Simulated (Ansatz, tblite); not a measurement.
# The cluster Sn₂₄AsH₃₄−: a ladder of methods and basis sets

How do method and basis change the picture of the cluster Sn₂₄AsH₃₄− (singlet)?

The runs use Ansatz 0.2.0, Gaussian basis; as each input shows.

The runs, in order: GFN1-xTB, GFN2-xTB, PBE-D4/def2-TZVP, r2SCAN-D4/def2-TZVP, revPBE-D4/def2-TZVP, PBE-D4/def2-SVP, PBE0-D4/def2-SVP, MP2/def2-SVP, RPA/def2-SVP.

3 further runs of the same task are left out: 2 for a known fault of the program, 1 set aside as unsound or not needed. Runs told in other sessions of the task aren't counted.

## 1. The structure

The singlet was relaxed beforehand with r2SCAN-D4/def2-SVP.

59 atoms, charge -1, spin multiplicity 1.

Bond lengths: Sn1–Sn13 2.821 Å, Sn1–Sn17 2.824 Å, Sn1–H26 1.732 Å, Sn1–H27 1.726 Å, Sn2–Sn16 2.792 Å, Sn2–Sn18 2.810 Å, Sn2–H28 1.727 Å, Sn2–H29 1.726 Å, Sn3–Sn14 2.814 Å, Sn3–Sn19 2.805 Å, Sn3–Sn20 2.829 Å, Sn3–H30 1.737 Å, Sn4–Sn16 2.812 Å, Sn4–Sn19 2.805 Å, Sn4–Sn21 2.824 Å, Sn4–H31 1.735 Å, As5–Sn13 2.635 Å, As5–Sn14 2.632 Å and more. Angles: Sn13–Sn1–Sn17 117.7°, Sn13–Sn1–H26 105.8°, Sn13–Sn1–H27 107.5°, Sn17–Sn1–H26 109.4°, Sn17–Sn1–H27 110.6°, H26–Sn1–H27 105.1°, Sn16–Sn2–Sn18 103.3°, Sn16–Sn2–H28 114.5°, Sn16–Sn2–H29 110.8°, Sn18–Sn2–H28 108.5°, Sn18–Sn2–H29 113.5°, H28–Sn2–H29 106.3°, Sn14–Sn3–Sn19 102.0°, Sn14–Sn3–Sn20 113.1°, Sn14–Sn3–H30 105.6°, Sn19–Sn3–Sn20 110.5°, Sn19–Sn3–H30 108.3°, Sn20–Sn3–H30 116.2° and more.

Sn takes a core potential in the def2 sets. No spin-orbit coupling is included. The ion is computed in the gas phase, without counter-ions or solvent.

PBE0-D4/def2-TZVP was run before; its log isn't repeated, and its numbers join the tables.

## 2. GFN1-xTB

Tight binding, by tblite at 300 K electronic temperature and without a spin-polarisation term:

```python
tblite.interface.Calculator('GFN1-xTB', numbers, positions, charge=-1, uhf=0).singlepoint()
```

Energy -2221.6892 eV, HOMO -7.95 eV, LUMO -6.33 eV; 0.73 s.

## 3. GFN2-xTB

Tight binding, by tblite at 300 K electronic temperature and without a spin-polarisation term:

```python
tblite.interface.Calculator('GFN2-xTB', numbers, positions, charge=-1, uhf=0).singlepoint()
```

Energy -1933.1205 eV, HOMO -8.51 eV, LUMO -7.46 eV; 1.8 s.

## 4. PBE-D4/def2-TZVP

start.molden holds the orbitals of an earlier run on this state, given as this run's starting guess.

The input, in.yaml:

```yaml
crystal:
  periodic: [false, false, false]
  atoms:
    - {symbol: Sn, position_ang: [-2.340605, -4.118869, 1.776574]}
    - {symbol: Sn, position_ang: [0.903075, -4.212745, -1.711260]}
    - {symbol: Sn, position_ang: [-2.100668, 2.225059, -4.509189]}
    - {symbol: Sn, position_ang: [1.080926, -0.861689, -4.994316]}
    - {symbol: As, position_ang: [-1.600796, -1.088756, -1.595649]}
    - {symbol: Sn, position_ang: [-1.449985, 1.075226, 1.498419]}
    - {symbol: Sn, position_ang: [0.737003, -0.740370, 1.680358]}
    - {symbol: Sn, position_ang: [1.008913, 1.980999, -1.150125]}
    - {symbol: Sn, position_ang: [-2.006677, -1.275435, 5.184339]}
    - {symbol: Sn, position_ang: [1.035634, 2.217558, 4.874834]}
    - {symbol: Sn, position_ang: [4.097792, -1.073960, -1.764214]}
    - {symbol: Sn, position_ang: [4.431450, 2.383563, 1.794493]}
    - {symbol: Sn, position_ang: [-3.233524, -2.906055, -0.609086]}
    - {symbol: Sn, position_ang: [-3.391833, 0.223991, -3.009268]}
    - {symbol: Sn, position_ang: [-3.473183, 0.105108, 3.240348]}
    - {symbol: Sn, position_ang: [-0.532507, -2.595246, -3.477420]}
    - {symbol: Sn, position_ang: [-0.456271, -2.710599, 3.338275]}
    - {symbol: Sn, position_ang: [2.246351, -2.359194, -0.081188]}
    - {symbol: Sn, position_ang: [-0.731596, 0.718677, -6.438471]}
    - {symbol: Sn, position_ang: [-0.285047, 3.761999, -2.977140]}
    - {symbol: Sn, position_ang: [2.568807, 0.764261, -3.228510]}
    - {symbol: Sn, position_ang: [-0.587568, 3.356940, 2.897245]}
    - {symbol: Sn, position_ang: [2.679171, 0.671755, 3.201811]}
    - {symbol: Sn, position_ang: [3.234700, 3.645949, -0.433505]}
    - {symbol: Sn, position_ang: [-0.432056, 0.561631, 6.601339]}
    - {symbol: H, position_ang: [-3.763733, -4.412459, 2.718892]}
    - {symbol: H, position_ang: [-1.741327, -5.685537, 1.369683]}
    - {symbol: H, position_ang: [2.076900, -5.231224, -2.464710]}
    - {symbol: H, position_ang: [-0.156662, -5.257799, -0.837141]}
    - {symbol: H, position_ang: [-3.370513, 3.105636, -5.303374]}
    - {symbol: H, position_ang: [2.034676, -1.845557, -6.058572]}
    - {symbol: H, position_ang: [-2.179128, 1.462322, -0.012193]}
    - {symbol: H, position_ang: [-2.951852, -2.233110, 6.273346]}
    - {symbol: H, position_ang: [1.869752, 3.410310, 5.812497]}
    - {symbol: H, position_ang: [4.899544, -2.346126, -2.623062]}
    - {symbol: H, position_ang: [5.307585, -0.346959, -0.768939]}
    - {symbol: H, position_ang: [5.804241, 1.408527, 1.405720]}
    - {symbol: H, position_ang: [5.003906, 3.468365, 3.020239]}
    - {symbol: H, position_ang: [-3.562928, -4.140807, -1.776141]}
    - {symbol: H, position_ang: [-4.738992, -2.123525, -0.285892]}
    - {symbol: H, position_ang: [-4.288056, -0.869328, -4.009348]}
    - {symbol: H, position_ang: [-4.520461, 0.857801, -1.864806]}
    - {symbol: H, position_ang: [-4.568044, -1.001115, 2.489833]}
    - {symbol: H, position_ang: [-4.450424, 1.377127, 3.885999]}
    - {symbol: H, position_ang: [-1.734553, -3.446095, -4.389731]}
    - {symbol: H, position_ang: [0.605018, -3.876476, 4.051945]}
    - {symbol: H, position_ang: [3.082210, -3.275775, 1.138875]}
    - {symbol: H, position_ang: [-1.800067, -0.262336, -7.381170]}
    - {symbol: H, position_ang: [0.099612, 1.719971, -7.576270]}
    - {symbol: H, position_ang: [0.589454, 4.628856, -4.202869]}
    - {symbol: H, position_ang: [-1.294246, 4.980099, -2.261662]}
    - {symbol: H, position_ang: [3.659456, 1.638339, -4.263592]}
    - {symbol: H, position_ang: [0.365017, 4.418331, 1.930845]}
    - {symbol: H, position_ang: [-1.923027, 4.271341, 3.491725]}
    - {symbol: H, position_ang: [3.550164, -0.482088, 4.158463]}
    - {symbol: H, position_ang: [2.873080, 5.223447, 0.191547]}
    - {symbol: H, position_ang: [4.577559, 3.922370, -1.500525]}
    - {symbol: H, position_ang: [-1.418221, 1.489342, 7.677960]}
    - {symbol: H, position_ang: [0.677655, -0.286863, 7.620234]}
basis:
  gaussian: {orbitals: def2-TZVP, fitting: {mean_field: def2-universal-jkfit}, initial_orbitals: start.molden}
total_charge: -1
hamiltonian: {xc: pbe, dispersion: d4}
scf: {omitted_lower_state_checks: [starts]}
output: {forces: true, orbitals: {seedname: orbitals}}
```

Started as:

```sh
> ansatz run in.yaml --threads 11 --pin off --events-out ev --progress --plain --max-ram 174080MiB --backend cuda --devices 0, --max-vram 75GiB
```

The log of the run, shortened:

```text
Functional definition: PBE
  name "PBE"
  cite "Perdew, Burke & Ernzerhof, Phys. Rev. Lett. 77, 3865 (1996) doi:10.1103/PhysRevLett.77.3865"
  parent pbe
[...]
6110 factors; integrals over basis functions are off by at most 6.0e-1 eV
[...]
mean field -201356.86493204 eV, -7399.7283016675 hartree, gradient 1.1e-5 eV, S^2 0.000000; 0 other end points of the search recorded, 0 dependent functions left out
[...]
reference -201356.86512100 eV, -7399.7283086117 hartree; 298, 298 occupied and 1154, 1154 virtual orbitals, 6110 factors
Total energy: -201361.79848539 eV, -7399.9096064090 hartree
Atom 0 at    -2.340605    -4.118869     1.776574 Å, force     0.034455     0.090226    -0.023051 eV/Å
Atom 1 at     0.903075    -4.212745    -1.711260 Å, force    -0.018829     0.060885     0.014422 eV/Å
Atom 2 at    -2.100668     2.225059    -4.509189 Å, force     0.050087    -0.008516     0.042365 eV/Å
Atom 3 at     1.080926    -0.861689    -4.994316 Å, force     0.003987     0.021332     0.055768 eV/Å
Atom 4 at    -1.600796    -1.088756    -1.595649 Å, force     0.137146     0.094353     0.133885 eV/Å
Atom 5 at    -1.449985     1.075226     1.498419 Å, force     0.036383    -0.056550     0.002806 eV/Å
Atom 6 at     0.737003    -0.740370     1.680358 Å, force    -0.018460     0.045690    -0.051333 eV/Å
Atom 7 at     1.008913     1.980999    -1.150125 Å, force    -0.099550    -0.146025     0.121838 eV/Å
[...]
Atom 43 at    -4.450424     1.377127     3.885999 Å, force    -0.038758     0.055263     0.019803 eV/Å
Atom 44 at    -1.734553    -3.446095    -4.389731 Å, force    -0.061226    -0.041667    -0.035369 eV/Å
Atom 45 at     0.605018    -3.876476     4.051945 Å, force     0.054623    -0.059562     0.040338 eV/Å
Atom 46 at     3.082210    -3.275775     1.138875 Å, force     0.028289    -0.037507     0.075288 eV/Å
Atom 47 at    -1.800067    -0.262336    -7.381170 Å, force    -0.043041    -0.045355    -0.051814 eV/Å
Atom 48 at     0.099612     1.719971    -7.576270 Å, force     0.041706     0.046393    -0.058369 eV/Å
Atom 49 at     0.589454     4.628856    -4.202869 Å, force     0.035368     0.040850    -0.059208 eV/Å
Atom 50 at    -1.294246     4.980099    -2.261662 Å, force    -0.055681     0.061237     0.040483 eV/Å
Atom 51 at     3.659456     1.638339    -4.263592 Å, force     0.053296     0.031947    -0.048849 eV/Å
Atom 52 at     0.365017     4.418331     1.930845 Å, force     0.048487     0.063010    -0.062297 eV/Å
Atom 53 at    -1.923027     4.271341     3.491725 Å, force    -0.080195     0.052396     0.031544 eV/Å
Atom 54 at     3.550164    -0.482088     4.158463 Å, force     0.035462    -0.061708     0.049064 eV/Å
Atom 55 at     2.873080     5.223447     0.191547 Å, force    -0.017139     0.073400     0.034537 eV/Å
Atom 56 at     4.577559     3.922370    -1.500525 Å, force     0.061152     0.008304    -0.041098 eV/Å
Atom 57 at    -1.418221     1.489342     7.677960 Å, force    -0.048986     0.044573     0.054280 eV/Å
Atom 58 at     0.677655    -0.286863     7.620234 Å, force     0.045793    -0.035556     0.048715 eV/Å
Dipole moment:    -0.284318    -0.436978     0.336508 e Å
Checks for a lower state left out: starts
```

Run time: 16 s. Hardware: 1 × H100 with 11 threads of AMD EPYC 7R13, shared host; peak host memory 2 GiB.

Report: HOMO -2.84 eV, LUMO -0.92 eV.

## 5. r2SCAN-D4/def2-TZVP

Edit in.yaml of step 4 so:

```diff
@@ -65,4 +65,4 @@
 total_charge: -1
-hamiltonian: {xc: pbe, dispersion: d4}
+hamiltonian: {xc: r2scan, dispersion: d4}
 scf: {omitted_lower_state_checks: [starts]}
-output: {forces: true, orbitals: {seedname: orbitals}}
+output: {orbitals: {seedname: orbitals}}
```

The command is unchanged.

The log of the run:

```text
Functional definition: r2SCAN
  name "r2SCAN"
  cite "Furness, Kaplan, Ning, Perdew & Sun, J. Phys. Chem. Lett. 11, 8208 (2020) doi:10.1021/acs.jpclett.0c02405"
  cite "Furness, Kaplan, Ning, Perdew & Sun, J. Phys. Chem. Lett. 11, 9248 (2020) doi:10.1021/acs.jpclett.0c03077"
  parent r2scan
  parameter k0 = 0.174
  parameter k1 = 0.065
  parameter a1 = 4.9479
  exchange = r2scan_x(k0 = k0, k1 = k1, a1 = a1)
  correlation = r2scan_c
these checks for a lower state are left out or cut short: starts
6110 factors; integrals over basis functions are off by at most 6.0e-1 eV
mean field evaluation 1: about -201422.3416 eV, gradient 1.9e1 eV
mean field evaluation 2: about -201422.8494 eV, gradient 5.7e-1 eV
mean field evaluation 4: about -201422.8742 eV, gradient 2.7e-3 eV
mean field -201422.87415588 eV, -7402.1540959007 hartree, gradient 1.7e-5 eV, S^2 0.000000; 0 other end points of the search recorded, 0 dependent functions left out
reference -201422.87421656 eV, -7402.1540981309 hartree; 298, 298 occupied and 1154, 1154 virtual orbitals, 6110 factors
Total energy: -201424.25275489 eV, -7402.2047584799 hartree
Checks for a lower state left out: starts
```

Run time: 13 s. Hardware: 1 × H100 with 11 threads of AMD EPYC 7R13, shared host; peak host memory 1.8 GiB.

HOMO -2.96 eV, LUMO -0.78 eV.

## 6. revPBE-D4/def2-TZVP

Edit in.yaml of step 5 so:

```diff
@@ -65,4 +65,4 @@
 total_charge: -1
-hamiltonian: {xc: r2scan, dispersion: d4}
+hamiltonian: {xc: {name: revPBE}, dispersion: d4}
 scf: {omitted_lower_state_checks: [starts]}
-output: {orbitals: {seedname: orbitals}}
+output: {forces: true, orbitals: {seedname: orbitals}}
```

Same command.

The log of the run, shortened:

```text
Functional definition: revPBE
  name "revPBE"
  cite "Zhang & Yang, Phys. Rev. Lett. 80, 890 (1998) doi:10.1103/PhysRevLett.80.890"
  cite "Perdew, Burke & Ernzerhof, Phys. Rev. Lett. 77, 3865 (1996) doi:10.1103/PhysRevLett.77.3865"
[...]
6110 factors; integrals over basis functions are off by at most 6.0e-1 eV
[...]
mean field -201392.43852555 eV, -7401.0356071163 hartree, gradient 1.3e-5 eV, S^2 0.000000; 0 other end points of the search recorded, 0 dependent functions left out
[...]
reference -201392.43876190 eV, -7401.0356158021 hartree; 298, 298 occupied and 1154, 1154 virtual orbitals, 6110 factors
Total energy: -201400.79194076 eV, -7401.3425894629 hartree
Atom 0 at    -2.340605    -4.118869     1.776574 Å, force     0.037684     0.077866    -0.029019 eV/Å
Atom 1 at     0.903075    -4.212745    -1.711260 Å, force    -0.028570     0.030408     0.028725 eV/Å
[...]
Atom 50 at    -1.294246     4.980099    -2.261662 Å, force    -0.077379     0.087361     0.055018 eV/Å
Atom 51 at     3.659456     1.638339    -4.263592 Å, force     0.070643     0.044497    -0.067084 eV/Å
Atom 52 at     0.365017     4.418331     1.930845 Å, force     0.058050     0.073793    -0.072015 eV/Å
Atom 53 at    -1.923027     4.271341     3.491725 Å, force    -0.106643     0.071519     0.043246 eV/Å
Atom 54 at     3.550164    -0.482088     4.158463 Å, force     0.049503    -0.082324     0.066508 eV/Å
Atom 55 at     2.873080     5.223447     0.191547 Å, force    -0.020985     0.102723     0.044070 eV/Å
Atom 56 at     4.577559     3.922370    -1.500525 Å, force     0.087439     0.013835    -0.060256 eV/Å
Atom 57 at    -1.418221     1.489342     7.677960 Å, force    -0.069459     0.063572     0.078274 eV/Å
Atom 58 at     0.677655    -0.286863     7.620234 Å, force     0.067940    -0.052567     0.070817 eV/Å
Dipole moment:    -0.287736    -0.440734     0.332407 e Å
Checks for a lower state left out: starts
```

Wall time 14 s (1 × H100 with 11 threads of AMD EPYC 7R13, shared host); peak host memory 2 GiB.

Report: HOMO -2.77 eV, LUMO -0.83 eV.

## 7. PBE-D4/def2-SVP

Edit in.yaml of step 6 so:

```diff
@@ -63,6 +63,6 @@
 basis:
-  gaussian: {orbitals: def2-TZVP, fitting: {mean_field: def2-universal-jkfit}, initial_orbitals: start.molden}
+  gaussian: {orbitals: def2-SVP, fitting: {mean_field: def2-universal-jkfit}, initial_orbitals: start.molden}
 total_charge: -1
-hamiltonian: {xc: {name: revPBE}, dispersion: d4}
+hamiltonian: {xc: pbe, dispersion: d4}
 scf: {omitted_lower_state_checks: [starts]}
-output: {forces: true, orbitals: {seedname: orbitals}}
+output: {orbitals: {seedname: orbitals}}
```

The command is unchanged.

The log of the run:

```text
Functional definition: PBE
  name "PBE"
  cite "Perdew, Burke & Ernzerhof, Phys. Rev. Lett. 77, 3865 (1996) doi:10.1103/PhysRevLett.77.3865"
  parent pbe
  parameter kappa = 0.804
  parameter beta = 0.06672455060314922
  exchange = pbe_x(kappa = kappa, mu = beta*pi^2/3)
  correlation = pbe_c(beta = beta)
these checks for a lower state are left out or cut short: starts
6110 factors; integrals over basis functions are off by at most 3.3e-1 eV
mean field evaluation 1: about -201341.5171 eV, gradient 9.8e1 eV
mean field evaluation 2: about -201344.0092 eV, gradient 3.7e0 eV
mean field evaluation 4: about -201344.1008 eV, gradient 1.2e-1 eV
mean field evaluation 8: about -201344.1009 eV, gradient 1.5e-5 eV
mean field -201344.10092135 eV, -7399.2592329262 hartree, gradient 1.5e-5 eV, S^2 0.000000; 0 other end points of the search recorded, 0 dependent functions left out
reference -201344.10106640 eV, -7399.2592382567 hartree; 298, 298 occupied and 528, 528 virtual orbitals, 6110 factors
Total energy: -201349.03443079 eV, -7399.4405360540 hartree
Checks for a lower state left out: starts
```

Run time: 9 s. Hardware: 1 × H100 with 11 threads of AMD EPYC 7R13, shared host; peak host memory 1.5 GiB.

Report: HOMO -2.69 eV, LUMO -0.78 eV.

## 8. PBE0-D4/def2-SVP

Edit in.yaml of step 7 so:

```diff
@@ -65,3 +65,3 @@
 total_charge: -1
-hamiltonian: {xc: pbe, dispersion: d4}
+hamiltonian: {xc: pbe0, dispersion: d4}
 scf: {omitted_lower_state_checks: [starts]}
```

The command is unchanged.

The log of the run:

```text
Functional definition: PBE0
  name "PBE0"
  cite "Adamo & Barone, J. Chem. Phys. 110, 6158 (1999) doi:10.1063/1.478522"
  cite "Perdew, Burke & Ernzerhof, Phys. Rev. Lett. 77, 3865 (1996) doi:10.1103/PhysRevLett.77.3865"
  parent pbe
  parameter a = 0.25
  parameter kappa = 0.804
  parameter beta = 0.06672455060314922
  exchange = (1 - a)*pbe_x(kappa = kappa, mu = beta*pi^2/3) + a*exact_x
  correlation = pbe_c(beta = beta)
these checks for a lower state are left out or cut short: starts
6110 factors; integrals over basis functions are off by at most 3.3e-1 eV
mean field evaluation 1: about -201352.4972 eV, gradient 9.7e1 eV
mean field evaluation 2: about -201354.1647 eV, gradient 1.7e0 eV
mean field evaluation 4: about -201354.1633 eV, gradient 5.4e-2 eV
mean field -201354.16331133 eV, -7399.6290189374 hartree, gradient 4.3e-5 eV, S^2 0.000000; 0 other end points of the search recorded, 0 dependent functions left out
reference -201354.16341957 eV, -7399.6290229151 hartree; 298, 298 occupied and 528, 528 virtual orbitals, 6110 factors
Total energy: -201358.75274136 eV, -7399.7976773804 hartree
Checks for a lower state left out: starts
```

Wall time 11 s (1 × H100 with 11 threads of AMD EPYC 7R13, shared host); peak host memory 1.5 GiB.

HOMO -3.37 eV, LUMO -0.13 eV.

## 9. MP2/def2-SVP

Edit in.yaml of step 8 so:

```diff
@@ -63,5 +63,5 @@
 basis:
-  gaussian: {orbitals: def2-SVP, fitting: {mean_field: def2-universal-jkfit}, initial_orbitals: start.molden}
+  gaussian: {orbitals: def2-SVP, initial_orbitals: start.molden}
 total_charge: -1
-hamiltonian: {xc: pbe0, dispersion: d4}
+correlation: {method: mp2}
 scf: {omitted_lower_state_checks: [starts]}
```

Launched as before.

The log of the run:

```text
Functional definition: HF
  name "HF"
  cite "Fock, Z. Phys. 61, 126 (1930) doi:10.1007/BF01340294"
  parent pbe
  exchange = exact_x
  correlation = 0
these checks for a lower state are left out or cut short: starts
10257 factors; integrals over basis functions are off by at most 4.2e-4 eV
mean field evaluation 1: about -200661.0306 eV, gradient 1.1e2 eV
mean field evaluation 2: about -200668.1523 eV, gradient 9.0e0 eV
mean field evaluation 4: about -200669.8843 eV, gradient 1.6e0 eV
mean field evaluation 8: about -200669.8992 eV, gradient 1.2e-4 eV
mean field -200669.89916353 eV, -7374.4827753167 hartree, gradient 2.7e-6 eV, S^2 0.000000; 0 other end points of the search recorded, 0 dependent functions left out
105 core orbitals not correlated: weight in the atoms' cores, before any rotation towards them, 1.000 or more for the frozen orbitals, at most 0.000 for the correlated occupied ones
reference -200669.89916353 eV, -7374.4827753167 hartree; 193, 193 occupied and 528, 528 virtual orbitals, 10257 factors
second order -81.82222659 eV of doubles, -0.00000000 eV of singles
Total energy: -200751.72139012 eV, -7377.4896866829 hartree
Checks for a lower state left out: starts
```

It took 26 s on 1 × H100 with 11 threads of AMD EPYC 7R13, shared host; peak host memory 3 GiB.

From the report: Hartree-Fock HOMO -4.79 eV, LUMO 2.84 eV.

## 10. RPA/def2-SVP

Edit in.yaml of step 9 so:

```diff
@@ -65,4 +65,4 @@
 total_charge: -1
-correlation: {method: mp2}
+hamiltonian: {xc: pbe}
+correlation: {method: rpa}
 scf: {omitted_lower_state_checks: [starts]}
-output: {orbitals: {seedname: orbitals}}
```

The command is unchanged.

The log of the run, shortened:

```text
Functional definition: PBE
  name "PBE"
  cite "Perdew, Burke & Ernzerhof, Phys. Rev. Lett. 77, 3865 (1996) doi:10.1103/PhysRevLett.77.3865"
  parent pbe
[...]
10257 factors; integrals over basis functions are off by at most 4.2e-4 eV
[...]
mean field -201344.08372024 eV, -7399.2586007971 hartree, gradient 1.9e-6 eV, S^2 0.000000; 0 other end points of the search recorded, 0 dependent functions left out
105 core orbitals not correlated: weight in the atoms' cores, before any rotation towards them, 1.000 or more for the frozen orbitals, at most 0.000 for the correlated occupied ones
reference -200657.66563241 eV, -7374.0332013404 hartree; 193, 193 occupied and 528, 528 virtual orbitals, 10257 factors
Total energy: -200799.81237358 eV, -7379.2569977276 hartree
Checks for a lower state left out: starts
```

It took 29 s on 1 × H100 with 11 threads of AMD EPYC 7R13, shared host; peak host memory 9.6 GiB.

## 11. Levels side by side

| level | functions | HOMO (eV) | LUMO (eV) | gap (eV) | time |
| --- | --- | --- | --- | --- | --- |
| PBE-D4/def2-SVP | 826 | -2.69 | -0.78 | 1.91 | 9 s |
| PBE-D4/def2-TZVP | 1452 | -2.84 | -0.92 | 1.91 | 16 s |
| revPBE-D4/def2-TZVP | 1452 | -2.77 | -0.83 | 1.95 | 14 s |
| r2SCAN-D4/def2-TZVP | 1452 | -2.96 | -0.78 | 2.18 | 13 s |
| PBE0-D4/def2-SVP | 826 | -3.37 | -0.13 | 3.24 | 11 s |
| PBE0-D4/def2-TZVP | 1452 | -3.48 | -0.24 | 3.24 | 21 s |

Energy pieces by basis (eV):

| basis | HF | MP2 correlation | total |
| --- | --- | --- | --- |
| def2-SVP | -200669.8992 | -81.8222 | -200751.7214 (MP2) |

## 12. Outcome

| quantity | value |
| --- | --- |
| gap in def2-TZVP, named functionals, smallest and largest | 1.91 eV (PBE-D4), 3.24 eV (PBE0-D4) |
| correlation energy, MP2/def2-SVP | -81.82 eV |
| PBE0 total energy, smallest basis above largest | 12.09 eV (def2-SVP, def2-TZVP) |

**Reading.** Over the named functionals in def2-TZVP the gap runs from 1.91 eV (PBE-D4) to 3.24 eV (PBE0-D4); exact exchange widens it.

The slowest run with a step of its own, RPA/def2-SVP, took 29 s; the quickest functional in def2-TZVP took 13 s (shared host).
